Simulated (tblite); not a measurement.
# C4H8N2Si2: the cost of one run

The runs use tblite 0.8.0 and PySCF 2.14.0, with density-fitted response routines of our own; the level of theory stands in each step. All values are computed, except where a source is named. Atoms are numbered from 0 throughout.

## Step 1: The molecule as given

16 atoms, charge 0, multiplicity 1; geometry from: force field or distance geometry start.

Bonds of the start (Å): C0–N1 1.29, N1–Si2 1.79, Si2–Si3 2.24, Si3–C4 1.82, C4–C5 1.33, C5–C6 1.46, C6–N7 1.16, C0–H8 1.08, C0–H9 1.08, Si2–H10 1.45, Si2–H11 1.46, Si3–H12 1.47, Si3–H13 1.48, C4–H14 1.09, C5–H15 1.07.

## Step 2: Geometry optimisation with GFN2-xTB

The job: settings as JSON, then the geometry in Å.

```
{"job": {"kind": "relax", "xc": "GFN2-xTB", "basis": "xTB"}, "charge": 0, "multiplicity": 1}
C      2.630800     1.724600    -0.005500
N      1.667000     0.953200    -0.365800
Si     1.812100    -0.770700     0.091500
Si    -0.291900    -1.519900     0.254300
C     -1.406400    -0.085600     0.403500
C     -2.718200    -0.215400     0.226400
C     -3.479400     1.017800     0.358800
N     -4.099100     1.990700     0.473100
H      2.588200     2.775500    -0.253000
H      3.474300     1.355100     0.549300
H      2.499600    -1.436900    -1.000000
H      2.523800    -0.825300     1.369600
H     -0.615400    -2.311800    -0.942900
H     -0.439400    -2.369000     1.458000
H     -0.959700     0.882600     0.617100
H     -3.193900    -1.156100     0.021700
```

Run with:

```sh
> OMP_NUM_THREADS=1 python probes_run.py task.json out
```

This one command runs all jobs of the session in turn.

Q: Estimate the wall time and peak memory of this first job on 1 thread of Arm Neoverse V1, shared host.

About 1.4 s, with a peak of 0.17 GiB.
